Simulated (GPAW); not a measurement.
# GaF (F-43m) in GPAW: single point with PBE

Aim: the single point of GaF with PBE.

All numbers are computed with GPAW 26.7.0; they aren't measurements. Logs are shortened: lines on timing, memory, paths and dates and some standing lists are left out, and cuts for length are marked. The log counts tension as positive stress, the text compression.

## Step 1: Starting point

The structure is cubic, space group F-43m (No. 216). The conventional cell has a = 5.692 Å, b = 5.692 Å, c = 5.692 Å, α = 90.00°, β = 90.00°, γ = 90.00°. Ga (site symmetry -43m) has 4 F at 2.46 Å as nearest neighbours. F (site symmetry -43m) has 4 Ga at 2.46 Å as nearest neighbours.

The cell was built by a generator and needn't be a form met in nature.

## Step 2: Single point, PBE

run.py

```python
from ase.io import read
from gpaw import PW
from gpaw.dft import DFT

atoms = read('GaF.cif')

dft = DFT(atoms,
          mode=PW(800),
          xc='PBE',
          kpts={'size': (8, 8, 8), 'gamma': True},
          occupations={'name': 'fermi-dirac', 'width': 0.05},
          nbands=13,
          convergence={'density': 1e-05, 'energy': 1e-05},
          maxiter=150,
          txt='gpaw.txt')
print(f'Energy: {dft.calculate_energy():.6f} eV')
print('Forces (eV/A):')
print(dft.calculate_forces().round(4))
print('Stress (eV/A^3):', dft.calculate_stress().round(6))
dft.write_gpw_file('gs.gpw')
```

GaF.cif

```cif
data_GaF
_cell_length_a 4.02519121
_cell_length_b 4.02519121
_cell_length_c 4.02519121
_cell_angle_alpha 60.00000000
_cell_angle_beta 60.00000000
_cell_angle_gamma 60.00000000
_space_group_name_H-M_alt 'P1'
_space_group_name_Hall 'P 1'
_space_group_IT_number 1
loop_
_space_group_symop_operation_xyz
'x,y,z'
loop_
_atom_site_label
_atom_site_type_symbol
_atom_site_symmetry_multiplicity
_atom_site_Wyckoff_symbol
_atom_site_fract_x
_atom_site_fract_y
_atom_site_fract_z
_atom_site_occupancy
Ga1 Ga 1 a 0.2500000000 0.2500000000 0.2500000000 1
F1 F 1 a 0.0000000000 0.0000000000 0.0000000000 1
```

Potentials or basis: GPAW PAW data sets (gpaw-data 1.2.1), pw.

The run is started by

```sh
> OMP_NUM_THREADS=1 python run.py
```

gpaw.txt:

```text
Diagonalizing LCAO Hamiltonian
Converting LCAO to pw mode

             Ga
       F

Atoms  # Å, Bohr magnetons
|   | symbol |        x |        y |        z |    initial magnetic moments |
|---|--------|----------|----------|----------|-----------------------------|
| 0 |     Ga | 2.012596 | 1.161973 | 0.821639 | ( 0.0000,  0.0000,  0.0000) |
| 1 |      F | 0.000000 | 0.000000 | 0.000000 | ( 0.0000,  0.0000,  0.0000) |

Unit cell  # Å
| periodic |        x |        y |        z |  lengths |    angles |
|----------|----------|----------|----------|----------|-----------|
|      yes | 4.025191 | 0.000000 | 0.000000 | 4.025191 | 60.000000 |
|      yes | 2.012596 | 3.485918 | 0.000000 | 4.025191 | 60.000000 |
|      yes | 2.012596 | 1.161973 | 3.286555 | 4.025191 | 60.000000 |

Number of symmetries: 24
Symmetry operations  # r_c * U_cc + t_c -> r_c
|    | kind |            matrix            |
|----|------|------------------------------|
|  0 |  E   |  1, 0, 0,  0, 1, 0,  0, 0, 1 |
|  1 |  σ   |  1, 0, 0,  0, 0, 1,  0, 1, 0 |
|  2 |  σ   |  1, 0,-1,  0, 1,-1,  0, 0,-1 |
|  3 |  C3  |  1, 0,-1,  0, 0,-1,  0, 1,-1 |
|  4 |  C3  |  1,-1, 0,  0,-1, 1,  0,-1, 0 |
|  5 |  σ   |  1,-1, 0,  0,-1, 0,  0,-1, 1 |
|  6 |  σ   |  0, 1, 0,  1, 0, 0,  0, 0, 1 |
|  7 |  C3  |  0, 1, 0,  0, 0, 1,  1, 0, 0 |
|  8 |  C2  |  0, 1,-1,  1, 0,-1,  0, 0,-1 |
|  9 |  S4  |  0, 1,-1,  0, 0,-1,  1, 0,-1 |
| 10 |  C3  |  0, 0, 1,  1, 0, 0,  0, 1, 0 |
| 11 |  σ   |  0, 0, 1,  0, 1, 0,  1, 0, 0 |
| 12 |  S4  |  0, 0,-1,  1, 0,-1,  0, 1,-1 |
| 13 |  C3  |  0, 0,-1,  0, 1,-1,  1, 0,-1 |
| 14 |  S4  |  0,-1, 1,  1,-1, 0,  0,-1, 0 |
| 15 |  C2  |  0,-1, 1,  0,-1, 0,  1,-1, 0 |
| 16 |  C3  |  0,-1, 0,  1,-1, 0,  0,-1, 1 |
| 17 |  S4  |  0,-1, 0,  0,-1, 1,  1,-1, 0 |
| 18 |  S4  | -1, 1, 0, -1, 0, 1, -1, 0, 0 |
| 19 |  C3  | -1, 1, 0, -1, 0, 0, -1, 0, 1 |
| 20 |  C3  | -1, 0, 1, -1, 1, 0, -1, 0, 0 |
| 21 |  S4  | -1, 0, 1, -1, 0, 0, -1, 1, 0 |
| 22 |  σ   | -1, 0, 0, -1, 1, 0, -1, 0, 1 |
| 23 |  C2  | -1, 0, 0, -1, 0, 1, -1, 1, 0 |

BZ-sampling:
  Number of BZ points: 512
  Number of IBZ points: 29

  Monkhorst-Pack size: [8, 8, 8]
  Monkhorst-Pack shift: [0.0625, 0.0625, 0.0625]

K-points  # in reciprocal-cell coordinates
|     |                                coordinates |     weight |
|-----|--------------------------------------------|------------|
|   0 | (  0.00000000,   0.00000000,   0.00000000) | 0.00195312 |
|   1 | (  0.12500000,   0.12500000,   0.00000000) | 0.01171875 |
|   2 | (  0.12500000,   0.12500000,   0.12500000) | 0.01562500 |
|   3 | (  0.25000000,   0.12500000,   0.12500000) | 0.02343750 |
|   4 | (  0.25000000,   0.25000000,   0.00000000) | 0.01171875 |
|   5 | (  0.25000000,   0.25000000,   0.12500000) | 0.04687500 |
|   6 | (  0.25000000,   0.25000000,   0.25000000) | 0.01562500 |
|   7 | (  0.37500000,   0.25000000,  -0.37500000) | 0.04687500 |
|   8 | (  0.37500000,   0.25000000,   0.12500000) | 0.04687500 |
|   9 | (  0.37500000,   0.25000000,   0.25000000) | 0.04687500 |
| ... |                                            |            |
|  28 | (  0.50000000,   0.50000000,   0.50000000) | 0.00781250 |

Plane wave coefficients: 2421
Cutoff: 800.0 eV

Spin-components: 1 (collinear spins)
Bands:           13
Projectors:      10
Spin-degeneracy: 2
Datatype:        complex128

Parallelization:
  kpt:    1
  domain: 1
  band:   1

Density:
  Valence electrons: 10.0
  Components: 1
  Grid points: [27 27 27]
  Charge: 0.0  # |e|

Potential:
  Grid points: [27 27 27]

species:
  Ga:
    name:    Gallium
    Z:       31.0
    valence: 3
    core:    28
    charge:  0.0  # [|e|]
    compensation charges:
      type: gauss
      rc: 0.37  # [Å]
      lmax: 2
    cutoffs:
      filter: 2.06  # [Å]
      core: 4.17  # [Å]
    projectors
    | kind |    occ | energy [eV] | rcut [Å] |
    |------|--------|-------------|----------|
    |   4s |  2.000 |      -8.945 |    1.164 |
    |   4p |  1.000 |      -2.580 |    1.164 |
    |    s |        |      18.266 |    1.164 |
    |    p |        |      24.631 |    1.164 |
    |    d |        |       0.000 |    1.164 |

    Using partial waves for Ga as LCAO basis

  F:
    name:    Fluorine
    Z:       9.0
    valence: 7
    core:    2
    charge:  0.0  # [|e|]
    compensation charges:
      type: gauss
      rc: 0.20  # [Å]
      lmax: 2
    cutoffs:
      filter: 1.14  # [Å]
      core: 0.74  # [Å]
    projectors
    | kind |    occ | energy [eV] | rcut [Å] |
    |------|--------|-------------|----------|
    |   2s |  2.000 |     -29.898 |    0.635 |
    |   2p |  5.000 |     -11.110 |    0.635 |
    |    s |        |      -2.687 |    0.635 |
    |    p |        |      16.102 |    0.635 |
    |    d |        |       0.000 |    0.635 |

    Using partial waves for F as LCAO basis

Reference energy: -55598.752314  # eV

eigensolver:
  PPCG
  Converge bands: occupied
  niter=2

density mixing:
  MSR1-Mixer
  Pratt-step length: 0.05
  Maximum mixing coefficient: 0.75
  Old densities: 10
  SVD Regularization: 0.005
  Good broyden scale: 1.0
  Trust region scale: 1.0
  Backstep threshold: 4.0
  History deletion threshold: 6.0
  Fourier metric: weight=20.0, sigma=0.015

occupation numbers:
  Fermi-Dirac:
    width: 0.0500  # eV

poisson solver:
  ecut: 6400.0  # eV

xc functional:
  name: PBE with 2 nearest neighbor stencil

convergence criteria:
- Maximum integral of absolute [dens]ity change: 1e-05 electrons / valence electron
- Maximum [total energy] change in last 3 cyles: 1e-05 eV / valence electron
- Maximum integral of absolute [eigenst]ate change: 4e-08 eV^2 / valence electron
maximum number of iterations: 150

SCF iterations
|iter     | |      energy | eigst |  dens |
|---------|-|-------------|-------|-------|
|iter:   1| |   -8.486343 | -0.70 |       |
|iter:   2| |   -8.223227 | -2.06 | -0.91 |
|iter:   3| |   -7.557385 | -0.60 | -0.97 |
|iter:   4| |   -7.541117 | -2.33 | -1.39 |
|iter:   5| |   -7.536884 | -3.08 | -1.64 |
|iter:   6| |   -7.536745 | -4.76 | -2.49 |
|iter:   7| |   -7.536794 | -4.96 | -2.86 |
|iter:   8| |   -7.536792c| -6.32 | -3.61 |
|iter:   9| |   -7.536792c| -8.16c| -4.38 |
|iter:  10| |   -7.536792c| -8.13c| -4.91 |
|iter:  11| |   -7.536792c| -8.90c| -5.68c|
SCF steps: 11
Energy contributions relative to reference atoms: (reference = -55598.752314)

Energy contributions:
  Kinetic:           8.381901
  Coulomb:          -9.133995
  Zero:              0.093871
  External:          0.000000
  Xc:               -6.878569
  Entropy:          -0.000000
  Spinorbit:         0.000000
  ----------------------------
  Free energy:      -7.536792
  Extrapolated:     -7.536792

Forces  # eV/Ang
|        x |        y |       z |
|----------|----------|---------|
| -0.00000 | -0.00000 | 0.00000 |  # Ga   0
|  0.00000 | -0.00000 | 0.00000 |  # F    1

Stress tensor  # eV/Ang^3
|         x |         y |         z |
|-----------|-----------|-----------|
|  0.007014 | -0.000000 | -0.000000 |
| -0.000000 |  0.007014 | -0.000000 |
| -0.000000 |  0.000000 |  0.007014 |

Writing to gs.gpw (mode='')

  __  _  _
 | _ |_)|_||  |
 |__||  | ||/\| - 26.7.0

Input parameters:
  mode=PW(ecut=800.0),
  convergence={'density': 1e-05, 'energy': 1e-05},
  kpts=MonkhorstPack(size=(8, 8, 8), gamma=True),
  maxiter=150,
  nbands=13,
  occupations=Occupations(name='fermi-dirac', width=0.05),
  xc=XC(name='PBE')
# Writing to gs.gpw (mode='')
```

Run time: 32 s. Hardware: 1 thread of Arm Neoverse N1, shared host; peak memory 0.17 GiB.

Results:

```yaml
Free_energy: -7.5368 eV
Pressure: -1.1 GPa
Band_gap_on_the_k_mesh: 2.26 eV, indirect (least direct gap 2.27 eV)
```

Levels at points of the mesh, in eV from the valence-band top:
```csv
k point,band 2,band 3,band 4,band 5,band 6,band 7,band 8,band 9
"(0.00, 0.00, 0.00)",-3.94,-3.26,-3.26,-3.26,6.52,6.52,6.52,9.95
"(0.50, 0.50, 0.00)",-5.08,-3.65,-3.65,-0.01,2.26,6.11,6.11,7.62
"(0.50, 0.50, 0.50)",-5.14,-3.40,-3.40,-1.04,2.78,6.44,6.44,10.50
```

 A k mesh can miss the band edges.

## Step 3: The reference run

An earlier run on the cell as given: functional PBE; potentials or basis GPAW PAW data sets (gpaw-data 1.2.1); cutoff 800 eV; basis pw; k mesh 8 × 8 × 8; occupations fermi-dirac, width 0.05 eV; no spin polarisation.

- Pressure: -1.1 GPa
- Band gap on the k mesh: 2.26 eV, indirect (least direct gap 2.27 eV)
